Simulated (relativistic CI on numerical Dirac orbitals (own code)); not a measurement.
**Cs²⁺: one ion under different settings**

How much do the settings matter for Cs²⁺? One ion, several inputs.

The numbers are computed with relativistic CI on numerical Dirac orbitals (own code) version 3 (Dirac-Coulomb-Breit CI, KLI orbitals optimised for each configuration, model QED (radiative potential, 1s self-energy scaled to tabulated hydrogen-like ionisation energies), numerical settings as typed), except any that are marked as measured or tabulated.

## 1. What is computed

```
ion            : Cs²⁺ (Cs III)
nuclear charge : 55
electrons      : 53
isotope        : A = 133
```

## 2. The usual input

Settings, as recorded:

```ini
atom Cs  Z=55  charge=2  electrons=53
nucleus A=133  rms_radius_fm=4.8041
hamiltonian dirac-coulomb  breit=on  qed=on  c_scale=1
orbitals kli  potential=per-configuration
slater_scale 1
correlation none
mixing on
grid step=0.0125 r_max=67.1
scf mixing=0.4 start=green max_iterations=150 tolerance=2e-08 node_fill=0.05
configurations
  [Kr] 4d10 5s2 5p5
end
```

Command:

```
$ python run_levels.py task.json out
```

task.json lists these runs, among others, and the program works through them in turn.

## 3. Breit term off

Settings: those of step 2 with these lines changed.

```diff
@@ -2,3 +2,3 @@
 nucleus A=133  rms_radius_fm=4.8041
-hamiltonian dirac-coulomb  breit=on  qed=on  c_scale=1
+hamiltonian dirac-coulomb  breit=off  qed=on  c_scale=1
 orbitals kli  potential=per-configuration
```

## 4. Potential mixing 0.05, iteration limit 20

Settings, as recorded:

```ini
atom Cs  Z=55  charge=2  electrons=53
nucleus A=133  rms_radius_fm=4.8041
hamiltonian dirac-coulomb  breit=on  qed=on  c_scale=1
orbitals kli  potential=per-configuration
slater_scale 1
correlation none
mixing on
grid step=0.0125 r_max=67.1
scf mixing=0.05 start=green max_iterations=20 tolerance=2e-08 node_fill=0.05
configurations
  [Kr] 4d10 5s2 5p5
end
```

## 5. Node fill 0

Settings: those of step 4 with these lines changed.

```diff
@@ -8,3 +8,3 @@
 grid step=0.0125 r_max=67.1
-scf mixing=0.05 start=green max_iterations=20 tolerance=2e-08 node_fill=0.05
+scf mixing=0.4 start=green max_iterations=150 tolerance=2e-08 node_fill=0
 configurations
```

## 6. Grid step 0.008, nuclear radius 4.3237, end of the grid 201.3

Settings, as recorded:

```ini
atom Cs  Z=55  charge=2  electrons=53
nucleus A=133  rms_radius_fm=4.3237
hamiltonian dirac-coulomb  breit=on  qed=on  c_scale=1
orbitals kli  potential=per-configuration
slater_scale 1
correlation none
mixing on
grid step=0.008 r_max=201.3
scf mixing=0.4 start=green max_iterations=150 tolerance=2e-08 node_fill=0.05
configurations
  [Kr] 4d10 5s2 5p5
end
```

## 7. Node fill 50

Settings, as recorded:

```ini
atom Cs  Z=55  charge=2  electrons=53
nucleus A=133  rms_radius_fm=4.8041
hamiltonian dirac-coulomb  breit=on  qed=on  c_scale=1
orbitals kli  potential=per-configuration
slater_scale 1
correlation none
mixing on
grid step=0.0125 r_max=67.1
scf mixing=0.4 start=green max_iterations=99 tolerance=2e-08 node_fill=50
configurations
  [Kr] 4d10 5s2 5p5
end
```

(Steps that only read results are left out.)

Q: Predict the outcome of this session. Wanted: lowest level, usual settings; total energy; first excitation.

As calculated:

| setting | total energy less usual (Ha) | largest shift of a level among the lowest eight of both runs, same label and place (cm⁻¹) | SCF iterations | time | lowest level | kind of change |
| --- | --- | --- | --- | --- | --- | --- |
| usual | 0 | 0 | 11 | 0.14 s | 5p5 2P°3/2 | - |
| Breit term off | -6.15 | 210 | 11 | 0.13 s | 5p5 2P°3/2 | model term |
| potential mixing 0.05, iteration limit 20 | 0 | 0 | 14 | 0.16 s | 5p5 2P°3/2 | numerical |
| node fill 0 | 0.00603 | 96.4 | 11 | 0.14 s | 5p5 2P°3/2 | numerical |
| grid step 0.008, nuclear radius 4.3237, end of the grid 201.3 | -0.0511 | 0.0891 | 11 | 0.23 s | 5p5 2P°3/2 | unphysical constant |
| node fill 50 | 1.1 | 3240 | 12 | 0.14 s | 5p5 2P°3/2 | unsound |

```
                    quantity          value
lowest level, usual settings     5p5 2P°3/2
                total energy  -7775.5588 Ha
            first excitation   14118.1 cm⁻¹
```

What this shows: Among the runs whose levels can be followed, they move most under «node fill 50» (unsound), by up to 3240 cm⁻¹. No visible change in the result comes from «potential mixing 0.05, iteration limit 20». Only the listed configurations are in the model. Near neutrality, missing correlation can shift configurations against each other by thousands of cm⁻¹.
